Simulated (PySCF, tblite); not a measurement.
# C6H16Si2: infrared bands and NMR shifts

What infrared bands and NMR shifts should C6H16Si2 (`C[Si@@H](C[SiH3])C1CCC1`) show?

Programs: tblite 0.8.0 and PySCF 2.14.0, with density-fitted response routines of our own. Each step states its level of theory. These are calculated values for one molecule in the gas phase, unless marked as measured. Atoms count from 0, in the outputs and in this text.

## Step 1: The starting structure

24 atoms, charge 0, multiplicity 1; geometry from: GFN2-xTB.

Bonds of the start (Å): C0–Si1 1.90, Si1–C2 1.91, C2–Si3 1.90, Si1–C4 1.90, C4–C5 1.54, C5–C6 1.53, C6–C7 1.53, C7–C4 1.54, C0–H8 1.09, C0–H9 1.09, C0–H10 1.09, Si1–H11 1.48, C2–H12 1.09, C2–H13 1.09, Si3–H14 1.47, Si3–H15 1.46, Si3–H16 1.47, C4–H17 1.09, C5–H18 1.09, C5–H19 1.09, C6–H20 1.09, C6–H21 1.09, C7–H22 1.09, C7–H23 1.09.

## Step 2: Infrared spectrum with GFN2-xTB

The job: settings as JSON, then the geometry in Å.

```
{"job": {"kind": "ir", "xc": "GFN2-xTB", "basis": "xTB"}, "charge": 0, "multiplicity": 1}
C     -0.234154    -2.117843    -0.208763
Si    -0.303528    -0.467391    -1.149924
C     -2.083140     0.212328    -1.113207
Si    -2.775981     0.772302     0.563476
C      0.918025     0.797650    -0.421213
C      0.987281     0.864067     1.117533
C      2.336833     0.138109     1.075600
C      2.392486     0.348115    -0.441877
H     -0.898903    -2.848956    -0.659273
H     -0.535977    -1.998666     0.827746
H      0.766182    -2.539568    -0.215293
H      0.100004    -0.705091    -2.553741
H     -2.740941    -0.555832    -1.519513
H     -2.145055     1.053338    -1.803477
H     -2.679741    -0.308371     1.550435
H     -2.043486     1.944907     1.046728
H     -4.190542     1.130893     0.407707
H      0.761570     1.772973    -0.885790
H      0.192518     0.356539     1.660880
H      1.067658     1.882380     1.495812
H      3.142108     0.594468     1.649227
H      2.260017    -0.911058     1.354112
H      2.616384    -0.537119    -1.034815
H      3.078647     1.141591    -0.734814
```

**Question.** This job is followed by: GIAO PBE0/pcSseg-1 NMR shielding, non-relativistic, gas phase. Predict these results of the whole session: strongest single infrared mode (GFN2-xTB); zero-point energy (GFN2-xTB); 13C shifts against TMS (PBE0/pcSseg-1); 1H shifts against TMS (PBE0/pcSseg-1, means over atoms taken as alike); 29Si shifts against TMS (PBE0/pcSseg-1).

The runs gave:

| quantity | value |
| --- | --- |
| strongest single infrared mode (GFN2-xTB) | 2223 cm⁻¹, 463 km/mol |
| zero-point energy (GFN2-xTB) | 123.3 kcal/mol |
| 13C shifts against TMS (PBE0/pcSseg-1) | 23.1, 23.0, 20.8, 18.3, -8.7, -9.1 ppm |
| 1H shifts against TMS (PBE0/pcSseg-1, means over atoms taken as alike) | 4.49, 3.93, 2.50, 2.44, 2.01, 1.99, 1.87, 1.75, 1.73, 0.25, -0.20, -0.29 ppm |
| 29Si shifts against TMS (PBE0/pcSseg-1) | -13.7, -77.1 ppm |

What this shows: All 66 modes are real, so the xTB geometry is a minimum. The strongest single mode, at 2223 cm⁻¹, moves mainly H16. Unscaled tight-binding wavenumbers are off by several per cent, some by more. Its intensities can rank the bands wrongly. At PBE0/pcSseg-1: The largest span, 63 ppm, is at Si3, where the paramagnetic term is -454 ppm.
